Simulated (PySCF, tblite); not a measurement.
# C₆H₈O: a rotation path, then NMR shifts on frames, part 2 of 2

tblite 0.8.0 and PySCF 2.14.0. Atoms count from 0. The steps go on from the part before.

## Step 5: Shielding tensors: image 4, PBE0/pcSseg-1

Job settings and geometry (Å):

```
{"job": {"kind": "nmr", "xc": "PBE0", "basis": "pcSseg-1", "pop": false}, "charge": 0, "multiplicity": 1}
C      4.017500     0.572300     0.293200
C      2.763100     0.205200     0.302300
C      1.567300    -0.183100     0.340800
C      0.313900    -0.563300     0.362400
C     -0.816400     0.226000    -0.232700
O     -1.944400     0.194300     0.625900
C     -3.124300    -0.277500     0.031700
H      4.782100    -0.040500     0.742600
H      4.333100     1.495800    -0.163700
H      0.030600    -1.493100     0.837100
H     -1.074900    -0.201000    -1.212500
H     -0.514000     1.270000    -0.387300
H     -3.900100    -0.216000     0.793500
H     -3.414400     0.339100    -0.828500
H     -3.023600    -1.320200    -0.296600
```

Level: GIAO PBE0/pcSseg-1 NMR shielding, non-relativistic, gas phase.

The program printed:

```text
coarse grid: 12568 points
cycle   1  E = -308.0317498641  dE =  9.647e-01  |g| = 5.510e-01  |ddm| = 3.771e+00
cycle   2  E = -307.9846280808  dE =  4.712e-02  |g| = 7.647e-01  |ddm| = 1.472e+00
cycle   3  E = -308.0933444195  dE = -1.087e-01  |g| = 8.905e-02  |ddm| = 9.359e-01
cycle   4  E = -308.0947870558  dE = -1.443e-03  |g| = 3.207e-02  |ddm| = 1.085e-01
cycle   5  E = -308.0949343937  dE = -1.473e-04  |g| = 2.204e-02  |ddm| = 4.442e-02
cycle   6  E = -308.0950766063  dE = -1.422e-04  |g| = 3.006e-03  |ddm| = 2.001e-02
cycle   7  E = -308.0950789374  dE = -2.331e-06  |g| = 8.041e-04  |ddm| = 2.773e-03
final grid: 121432 points
cycle   8  E = -308.1495908102  dE = -2.524e-05  |g| = 1.093e-02  |ddm| = 7.652e-02
cycle   9  E = -308.1495737978  dE =  1.701e-05  |g| = 1.498e-02  |ddm| = 2.055e-02
cycle  10  E = -308.1496139735  dE = -4.018e-05  |g| = 1.532e-03  |ddm| = 1.221e-02
cycle  11  E = -308.1496144999  dE = -5.263e-07  |g| = 9.663e-05  |ddm| = 1.717e-03
cycle  12  E = -308.1496145008  dE = -8.811e-10  |g| = 7.413e-05  |ddm| = 1.692e-04
cycle  13  E = -308.1496145019  dE = -1.130e-09  |g| = 3.181e-05  |ddm| = 8.738e-05
cycle  14  E = -308.1496145022  dE = -2.839e-10  |g| = 8.169e-06  |ddm| = 3.238e-05
converged SCF energy = -308.1496145022

GIAO shielding tensors (ppm)
atom      isotropic    diamagn.    paramagn.     s11        s22        s33       span
  0 C       87.633     265.066    -177.433     16.693     74.171    172.036    155.343
  1 C        0.867     257.339    -256.472    -32.072     16.812     17.860     49.932
  2 C       11.212     252.905    -241.693    -13.126     15.243     31.519     44.644
  3 C       64.286     262.879    -198.593     -2.168     47.092    147.934    150.102
  4 C      108.001     248.456    -140.456     79.024     92.801    152.178     73.154
  5 O      324.860     397.199     -72.339    282.005    323.769    368.806     86.801
  6 C      124.503     242.671    -118.168     89.482    102.209    181.818     92.335
  7 H       26.194      28.465      -2.270     24.438     25.257     28.889      4.451
  8 H       26.255      31.517      -5.262     24.564     25.260     28.940      4.377
  9 H       25.554      31.855      -6.301     23.285     25.449     27.929      4.644
 10 H       27.860      32.658      -4.798     24.304     28.546     30.729      6.425
 11 H       27.114      31.619      -4.505     23.004     26.823     31.516      8.511
 12 H       27.881      27.380       0.501     24.189     25.395     34.060      9.872
 13 H       28.220      28.130       0.090     24.443     26.008     34.209      9.766
 14 H       28.195      29.111      -0.917     24.195     26.486     33.903      9.709
```

It took 13 s on 1 thread of Arm Neoverse V1, shared host; peak memory 0.81 GiB.

Key values: δ C1 186.1, C2 175.7, C3 122.6, C0 99.3, H9 6.16, H7 5.52 ppm.

## Step 6: Shielding tensors: image 6, PBE0/pcSseg-1

Job settings and geometry (Å):

```
{"job": {"kind": "nmr", "xc": "PBE0", "basis": "pcSseg-1", "pop": false}, "charge": 0, "multiplicity": 1}
C      3.984500     0.454400     0.330400
C      2.709500     0.167500     0.294000
C      1.491000    -0.145600     0.285400
C      0.216300    -0.448800     0.260000
C     -0.850000     0.458200    -0.291100
O     -2.013200     0.476400     0.513100
C     -3.015500    -0.415800     0.101100
H      4.701000    -0.231000     0.753600
H      4.368700     1.381500    -0.062400
H     -0.125000    -1.389400     0.671500
H     -1.110600     0.145200    -1.314700
H     -0.480000     1.486800    -0.334300
H     -3.833200    -0.321700     0.813900
H     -3.379800    -0.154000    -0.901400
H     -2.668100    -1.455600     0.089100
```

With the program's defaults for keys left out, this is: GIAO PBE0/pcSseg-1 NMR shielding, non-relativistic, gas phase.

The program printed:

```text
coarse grid: 12568 points
cycle   1  E = -308.0330714621  dE =  9.650e-01  |g| = 5.488e-01  |ddm| = 3.785e+00
cycle   2  E = -307.9844891194  dE =  4.858e-02  |g| = 7.668e-01  |ddm| = 1.400e+00
cycle   3  E = -308.0940523819  dE = -1.096e-01  |g| = 9.460e-02  |ddm| = 8.945e-01
cycle   4  E = -308.0956670702  dE = -1.615e-03  |g| = 3.661e-02  |ddm| = 1.125e-01
cycle   5  E = -308.0958819451  dE = -2.149e-04  |g| = 2.409e-02  |ddm| = 4.984e-02
cycle   6  E = -308.0960523767  dE = -1.704e-04  |g| = 2.929e-03  |ddm| = 2.175e-02
cycle   7  E = -308.0960545439  dE = -2.167e-06  |g| = 7.755e-04  |ddm| = 2.678e-03
final grid: 121432 points
cycle   8  E = -308.1505368681  dE = -2.400e-05  |g| = 1.086e-02  |ddm| = 7.221e-02
cycle   9  E = -308.1505188129  dE =  1.806e-05  |g| = 1.510e-02  |ddm| = 2.049e-02
cycle  10  E = -308.1505596143  dE = -4.080e-05  |g| = 1.535e-03  |ddm| = 1.209e-02
cycle  11  E = -308.1505601407  dE = -5.264e-07  |g| = 1.780e-04  |ddm| = 1.655e-03
cycle  12  E = -308.1505601404  dE =  2.461e-10  |g| = 1.758e-04  |ddm| = 2.917e-04
cycle  13  E = -308.1505601494  dE = -8.999e-09  |g| = 3.024e-05  |ddm| = 1.723e-04
cycle  14  E = -308.1505601497  dE = -2.467e-10  |g| = 7.387e-06  |ddm| = 3.241e-05
converged SCF energy = -308.1505601497

GIAO shielding tensors (ppm)
atom      isotropic    diamagn.    paramagn.     s11        s22        s33       span
  0 C       87.452     265.102    -177.650     16.742     73.614    171.999    155.257
  1 C        0.553     257.520    -256.967    -31.873     16.361     17.171     49.044
  2 C       10.580     251.687    -241.108    -14.734     15.447     31.027     45.761
  3 C       66.754     265.399    -198.644     -2.928     46.896    156.295    159.223
  4 C      108.364     247.731    -139.367     82.286     92.122    150.683     68.397
  5 O      318.808     395.762     -76.954    286.999    309.558    359.866     72.867
  6 C      125.610     243.614    -118.004     89.238    105.819    181.773     92.535
  7 H       26.182      28.904      -2.722     24.431     25.259     28.855      4.423
  8 H       26.241      31.129      -4.888     24.554     25.253     28.915      4.361
  9 H       25.459      32.278      -6.819     22.842     25.245     28.291      5.449
 10 H       27.807      32.117      -4.310     24.266     28.307     30.849      6.583
 11 H       27.160      31.299      -4.138     22.685     27.096     31.699      9.014
 12 H       27.861      27.450       0.411     24.154     25.448     33.982      9.828
 13 H       28.328      28.199       0.130     24.519     26.357     34.109      9.589
 14 H       28.144      29.750      -1.606     24.183     26.516     33.732      9.549
```

Run time: 13 s. Hardware: 1 thread of Arm Neoverse V1, shared host; peak memory 0.81 GiB.

Key values: δ C1 186.4, C2 176.3, C3 120.2, C0 99.5, H9 6.26, H7 5.54 ppm.

## Step 7: Shielding tensors: image 8, PBE0/pcSseg-1

Job settings and geometry (Å):

```
{"job": {"kind": "nmr", "xc": "PBE0", "basis": "pcSseg-1", "pop": false}, "charge": 0, "multiplicity": 1}
C      3.909800     0.412900     0.433400
C      2.643000     0.125700     0.285900
C      1.426600    -0.172900     0.161300
C      0.154000    -0.448300     0.015700
C     -0.868600     0.570000    -0.411900
O     -2.011200     0.618200     0.414800
C     -2.900200    -0.457300     0.257000
H      4.625100    -0.332600     0.742700
H      4.286800     1.407200     0.253300
H     -0.209800    -1.449600     0.205700
H     -1.172000     0.358100    -1.453300
H     -0.434900     1.572400    -0.370200
H     -3.786100    -0.208200     0.838400
H     -3.181100    -0.587500    -0.796300
H     -2.485700    -1.400100     0.632000
```

Method: GIAO PBE0/pcSseg-1 NMR shielding, non-relativistic, gas phase.

The program printed:

```text
coarse grid: 12568 points
cycle   1  E = -308.0337168215  dE =  9.665e-01  |g| = 5.472e-01  |ddm| = 3.783e+00
cycle   2  E = -307.9841170631  dE =  4.960e-02  |g| = 7.691e-01  |ddm| = 1.320e+00
cycle   3  E = -308.0943186199  dE = -1.102e-01  |g| = 9.494e-02  |ddm| = 8.371e-01
cycle   4  E = -308.0959606923  dE = -1.642e-03  |g| = 3.532e-02  |ddm| = 1.089e-01
cycle   5  E = -308.0961522544  dE = -1.916e-04  |g| = 2.360e-02  |ddm| = 4.832e-02
cycle   6  E = -308.0963152859  dE = -1.630e-04  |g| = 3.133e-03  |ddm| = 2.158e-02
cycle   7  E = -308.0963178700  dE = -2.584e-06  |g| = 7.089e-04  |ddm| = 2.926e-03
final grid: 121432 points
cycle   8  E = -308.1511072328  dE = -2.511e-05  |g| = 1.092e-02  |ddm| = 7.417e-02
cycle   9  E = -308.1510892536  dE =  1.798e-05  |g| = 1.511e-02  |ddm| = 2.005e-02
cycle  10  E = -308.1511303847  dE = -4.113e-05  |g| = 1.638e-03  |ddm| = 1.167e-02
cycle  11  E = -308.1511309791  dE = -5.945e-07  |g| = 2.467e-04  |ddm| = 1.670e-03
cycle  12  E = -308.1511309858  dE = -6.734e-09  |g| = 1.911e-04  |ddm| = 3.601e-04
cycle  13  E = -308.1511309966  dE = -1.073e-08  |g| = 2.938e-05  |ddm| = 1.863e-04
cycle  14  E = -308.1511309968  dE = -2.207e-10  |g| = 8.080e-06  |ddm| = 3.059e-05
converged SCF energy = -308.1511309968

GIAO shielding tensors (ppm)
atom      isotropic    diamagn.    paramagn.     s11        s22        s33       span
  0 C       85.975     265.425    -179.450     14.792     71.260    171.873    157.080
  1 C        0.178     257.915    -257.738    -31.691     14.083     18.141     49.832
  2 C        7.982     250.572    -242.591    -15.584     13.088     26.441     42.025
  3 C       70.338     268.103    -197.766     -2.954     45.649    168.318    171.273
  4 C      108.067     246.559    -138.492     82.338     93.519    148.344     66.005
  5 O      308.689     394.737     -86.048    268.403    306.406    351.259     82.856
  6 C      127.736     244.600    -116.863     91.065    110.161    181.984     90.919
  7 H       26.109      29.064      -2.955     24.425     25.157     28.745      4.321
  8 H       26.142      31.124      -4.982     24.470     25.172     28.784      4.314
  9 H       25.243      32.876      -7.634     22.215     24.880     28.633      6.417
 10 H       27.604      31.179      -3.575     23.689     28.075     31.048      7.360
 11 H       27.181      31.075      -3.894     22.805     27.032     31.705      8.900
 12 H       27.772      27.498       0.274     23.950     25.539     33.827      9.877
 13 H       28.626      28.609       0.017     25.166     26.577     34.135      8.969
 14 H       27.867      29.920      -2.053     23.785     26.414     33.402      9.617
```

It took 14 s on 1 thread of Arm Neoverse V1, shared host; peak memory 0.81 GiB.

In short: δ C1 186.7, C2 178.9, C3 116.6, C0 101.0, H9 6.47, H7 5.61 ppm.

## Step 8: Run by run: NMR shifts

Shifts (ppm) of some atoms, chosen among heavy atoms and hydrogens apart, with basis size and wall time:

```tsv
frame	C2	C3	C0	C6	H10	H11	O5	functions	time
image 0	176.8	121.4	99.7	61.0	4.36	3.97	26.9	159	14 s
image 2	176.1	122.2	99.5	61.7	3.98	4.39	19.6	159	13 s
image 4	175.7	122.6	99.3	62.4	3.86	4.60	11.2	159	13 s
image 6	176.3	120.2	99.5	61.3	3.91	4.56	17.3	159	13 s
image 8	178.9	116.6	101.0	59.2	4.11	4.54	27.4	159	14 s
```

## Step 9: Summary of results

What follows sums up all 2 parts.

| quantity | value |
| --- | --- |
| barrier | 0.079 eV (1.8 kcal/mol) at image 4 |
| end to end (GFN2-xTB) | 0.013 eV |
| ¹³C shifts against TMS (PBE0/pcSseg-1, image 0) | 186.0, 176.8, 121.4, 99.7, 79.8, 61.0 ppm |
| ¹H shifts against TMS (PBE0/pcSseg-1, image 0) | 6.22, 5.55, 5.51, 4.36, 3.97, 3.97, 3.39, 3.34 ppm |
| ¹⁷O shifts against H2O (PBE0/pcSseg-1, image 0) | 26.9 ppm |
| range of the shift of O5 | 11.2 to 27.4 ppm |

What this shows: Along the band the dihedral turns by 105°, and the top (dihedral -124°) lies 1.8 kcal/mol above the start (GFN2-xTB, rough), so at room temperature this motion is fast. Ends this close can change order at a higher level. The top was not checked by a frequency run. Shifts at one fixed geometry are not the observed spectrum, which averages over the motion. In ppm, O5 moves most: its shift spreads over 16.2 ppm, from 11.2 (image 4) to 27.4 (image 8).
